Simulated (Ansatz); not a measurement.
# C₇H₁₆O: a ladder of functionals and wavefunction methods

How much do the methods differ for C₇H₁₆O? The plan is to run it at one geometry with functionals of several rungs and with coupled cluster. The yardstick is the atomisation energy at the CCSD(T) limit.

The runs use Ansatz 0.2.0, Gaussian basis; functionals in def2-TZVPP, the program's frozen cores in correlated methods.

Levels to be run: PBE-D4, r2SCAN-D4, PBE0-D4, B3LYP-D4, ωB97X-V, ωB97M-V, B2PLYP; CCSD(T)/def2-TZVPP; MP2/def2-QZVPP; extrapolation to the limit.

## (1) Structure used throughout

The geometry comes from an earlier relaxation with PBE0-D4 in a triple-zeta def2 set; it is a stationary point, not always the lowest conformer.

SMILES `CCCC(O)CCC`, 24 atoms, charge 0, spin multiplicity 1.

Atoms are counted from 1 here; the program's logs count them from 0.

Bond lengths: C1–C2 1.521 Å, C1–H9 1.090 Å, C1–H10 1.093 Å, C1–H11 1.095 Å, C2–C3 1.524 Å, C2–H12 1.095 Å, C2–H13 1.097 Å, C3–C4 1.524 Å, C3–H14 1.100 Å, C3–H15 1.093 Å, C4–O5 1.422 Å, C4–C6 1.531 Å, C4–H16 1.097 Å, O5–H17 0.962 Å, C6–C7 1.525 Å, C6–H18 1.098 Å, C6–H19 1.094 Å, C7–C8 1.520 Å and more. Angles: C2–C1–H9 111.6°, C2–C1–H10 110.8°, C2–C1–H11 110.8°, H9–C1–H10 108.5°, H9–C1–H11 107.5°, H10–C1–H11 107.5°, C1–C2–C3 115.5°, C1–C2–H12 108.9°, C1–C2–H13 109.5°, C3–C2–H12 108.1°, C3–C2–H13 108.6°, H12–C2–H13 105.8°, C2–C3–C4 116.1°, C2–C3–H14 110.0°, C2–C3–H15 108.7°, C4–C3–H14 107.9°, C4–C3–H15 108.2°, H14–C3–H15 105.4° and more.

Geometry (Å):

```xyz
24
C7H16O
C     2.6800    1.0525    1.3125
C     1.7679    1.2410    0.1104
C     0.3058    0.8715    0.3305
C     0.0096   -0.6129    0.5078
O     0.4989   -1.0966    1.7525
C    -1.4755   -0.9444    0.3389
C    -1.9027   -1.3430   -1.0701
C    -1.7396   -0.2772   -2.1418
H     2.7268    0.0083    1.6211
H     3.6936    1.3930    1.0869
H     2.3210    1.6336    2.1678
H     1.8098    2.2890   -0.2057
H     2.1523    0.6591   -0.7360
H    -0.0876    1.4029    1.2099
H    -0.2793    1.2381   -0.5169
H     0.5790   -1.1814   -0.2381
H     0.1082   -0.5623    2.4501
H    -2.0834   -0.0990    0.6882
H    -1.6883   -1.7836    1.0071
H    -1.3404   -2.2373   -1.3631
H    -2.9532   -1.6493   -1.0332
H    -2.1498   -0.6210   -3.0943
H    -2.2626    0.6446   -1.8704
H    -0.6905   -0.0255   -2.3142
```

## (2) PBE-D4 (GGA)

File in.yaml:

```yaml
crystal:
  periodic: [false, false, false]
  atoms:
    - {symbol: C, position_ang: [2.679994, 1.052515, 1.312451]}
    - {symbol: C, position_ang: [1.767922, 1.241031, 0.110446]}
    - {symbol: C, position_ang: [0.305792, 0.871454, 0.330509]}
    - {symbol: C, position_ang: [0.009644, -0.612899, 0.507845]}
    - {symbol: O, position_ang: [0.498876, -1.096579, 1.752527]}
    - {symbol: C, position_ang: [-1.475457, -0.944411, 0.338908]}
    - {symbol: C, position_ang: [-1.902661, -1.343025, -1.070114]}
    - {symbol: C, position_ang: [-1.739596, -0.277250, -2.141806]}
    - {symbol: H, position_ang: [2.726807, 0.008276, 1.621065]}
    - {symbol: H, position_ang: [3.693644, 1.393014, 1.086944]}
    - {symbol: H, position_ang: [2.320969, 1.633562, 2.167825]}
    - {symbol: H, position_ang: [1.809764, 2.288977, -0.205690]}
    - {symbol: H, position_ang: [2.152289, 0.659142, -0.736016]}
    - {symbol: H, position_ang: [-0.087616, 1.402869, 1.209866]}
    - {symbol: H, position_ang: [-0.279329, 1.238060, -0.516939]}
    - {symbol: H, position_ang: [0.579012, -1.181442, -0.238140]}
    - {symbol: H, position_ang: [0.108159, -0.562314, 2.450146]}
    - {symbol: H, position_ang: [-2.083395, -0.098990, 0.688242]}
    - {symbol: H, position_ang: [-1.688303, -1.783556, 1.007097]}
    - {symbol: H, position_ang: [-1.340434, -2.237326, -1.363092]}
    - {symbol: H, position_ang: [-2.953169, -1.649300, -1.033246]}
    - {symbol: H, position_ang: [-2.149818, -0.620953, -3.094261]}
    - {symbol: H, position_ang: [-2.262621, 0.644573, -1.870359]}
    - {symbol: H, position_ang: [-0.690482, -0.025451, -2.314209]}
basis:
  gaussian: {orbitals: def2-TZVPP}
hamiltonian: {xc: pbe, dispersion: d4}
output: {forces: true, orbitals: {seedname: orbitals}}
```

Run with:

```sh
ansatz run in.yaml --threads 4 --pin off --events-out ev --progress --plain --max-ram 66560MiB --backend cuda --devices 0, --max-vram 37GiB
```

The runs that follow: r2SCAN-D4 (meta-GGA); PBE0-D4 (hybrid); B3LYP-D4 (hybrid); ωB97X-V (range-separated); ωB97M-V (range-separated); B2PLYP (double hybrid); CCSD(T) in def2-TZVPP; MP2 in def2-QZVPP.

**Question.** What will the summary of the whole plan be? Wanted: atomisation energy, CCSD(T)/CBS; farthest; mean size of error, hybrid; mean size of error, range-separated; gap, smallest and largest; T1 diagnostic; triples share of the correlation energy.

As calculated:

| quantity | value |
| --- | --- |
| atomisation energy, CCSD(T)/CBS | 98.952 eV |
| functionals within 0.495 eV (0.5 %) | r2SCAN-D4, B3LYP-D4, ωB97X-V, ωB97M-V |
| farthest | PBE-D4 (+1.788 eV) |
| mean size of error, hybrid | 0.308 eV |
| mean size of error, range-separated | 0.175 eV |
| gap, smallest and largest | 6.20 eV (PBE-D4), 12.90 eV (ωB97X-V) |
| T1 diagnostic | 0.0092 |
| triples share of the correlation energy | 3.8 % |

What this shows: PBE-D4 misses by +1.788 eV. Double hybrids carry the basis error of their MP2 part in triple zeta, and no dispersion term here, so their miss is partly the set-up's. Misses under about 0.495 eV are within the doubt on the reference itself, which lacks core-valence correlation, relativity and higher excitations. Hartree-Fock recovers 75 % of the binding; the rest is correlation. Orbital gaps span 6.2 to 12.9 eV; exact exchange widens them.
